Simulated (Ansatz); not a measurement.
**GaGe (F-43m): equation of state with a fit, by script**

The task is an equation of state with a fit, for GaGe (F-43m).

All numbers are computed with Ansatz 0.2.0, driven from Python. Level of theory: DFT PBE+D3(BJ) with three-body term, plane waves, PAW.

**1. The system**

Symmetry: F-43m, No. 216, cubic system. The conventional cell has a = 5.796 Å, b = 5.796 Å, c = 5.796 Å, α = 90.00°, β = 90.00°, γ = 90.00°. Around Ga (site symmetry -43m) lie 4 Ge at 2.51 Å. Ge (site symmetry -43m) is surrounded by 4 Ga at 2.51 Å.

No structure file is read: the coordinates are typed or built in the script.

**2. The code**

eos_gage.py

```python
"""Equation of state of GaGe."""

import warnings

import ansatz as az
import numpy as np

VECTORS = np.array([
    [0.0, 2.897844, 2.897844],
    [2.897844, 0.0, 2.897844],
    [2.897844, 2.897844, 0.0],
])
SITES = [
    ("Ga", (0.75, 0.75, 0.75)),
    ("Ge", (0.0, 0.0, 0.0)),
]


def on_lattice(cell):
    crystal = az.Crystal(lattice=az.Lattice.of(cell))
    for symbol, position in SITES:
        crystal = crystal.atom(symbol, position)
    return crystal

warnings.simplefilter("ignore", az.DeckWarning)

# uniform scaling of the cell
volumes, energies, pressures = [], [], []
for scale in np.linspace(0.92, 1.08, 7):
    cell = VECTORS * scale ** (1 / 3)
    calculation = (
        on_lattice(cell).calculation()
        .occupations("Marzari-Vanderbilt", width=150 * az.meV)
        .functional(az.Functional.PBE, dispersion="d3bjatm")
        .basis(16 * az.Ha)
        .kpoints(7, 7, 7)
        .stress()
    )
    rep = calculation.run(threads=1).report
    volumes.append(abs(np.linalg.det(cell)) / len(SITES))
    energies.append(rep["free_energy_ev"] / len(SITES))
    pressures.append(np.trace(rep["stress_gpa"]) / 3)
    print(f"V = {volumes[-1]:8.4f} A^3/atom  F = {energies[-1]:.5f} eV/atom  P = {pressures[-1]:8.3f} GPa")

# third-order Birch-Murnaghan: a cubic in V^(-2/3)
x = np.array(volumes) ** (-2 / 3)
poly = np.polynomial.Polynomial.fit(x, energies, 3).convert()
roots = poly.deriv().roots()
x0 = min((r.real for r in roots if abs(r.imag) < 1e-9 and poly.deriv(2)(r.real) > 0), key=lambda r: abs(r - x.mean()))
v0 = x0 ** -1.5
b0 = 4 / 9 * poly.deriv(2)(x0) * v0 ** (-7 / 3) * 160.21766
b1 = 4 + 2 / 3 * x0 * poly.deriv(3)(x0) / poly.deriv(2)(x0)
print(f"V0 = {v0:.4f} A^3/atom, B0 = {b0:.1f} GPa, dB/dP = {b1:.2f}")
```

**3. The input behind the calls**

The engine receives this input (first run):

```yaml
crystal:
  lattice:
    - [0.0, 2.8184106945253546, 2.8184106945253546]
    - [2.8184106945253546, 0.0, 2.8184106945253546]
    - [2.8184106945253546, 2.8184106945253546, 0.0]
  atoms:
    - { symbol: Ga, position: [0.75, 0.75, 0.75] }
    - { symbol: Ge, position: [0.0, 0.0, 0.0] }
basis:
  ecutwfc: 435.382179935808
kpoints:
  mp_grid:
    grid: [7, 7, 7]
hamiltonian:
  xc: pbe
  dispersion: d3bjatm
scf:
  occupations:
    method: cold
    width: 0.15
output:
  stress: true
```

**4. The run**

On the command line:

```bash
> python eos_gage.py
```

**Question.** Where does the minimum lie against the volume typed, and how stiff is the crystal?

The runs gave:

```
                      quantity           value
                 runs compared               7
               range of energy  38.37 meV/atom
lowest point, volume (Å³/atom)          23.686
      equilibrium volume (fit)   23.67 Å³/atom
            bulk modulus (fit)          53 GPa
```

A third-order Birch-Murnaghan fit through the 7 points has its minimum at 23.67 Å³ an atom, 2.7 % below the typed cell, with a bulk modulus of 53 GPa and dB/dP = 5.1. From that minimum the energy rises by 12.8 meV an atom on the compressed side and 38.4 meV on the expanded side. Caveats:
- The mesh is modest for a metal, so energies can be off by several to tens of meV an atom and pressures by half a GPa or more; differences at equal mesh fare better.
- Pressure is positive in compression.
- This cell is a computed structure, which may not be the phase found in nature.
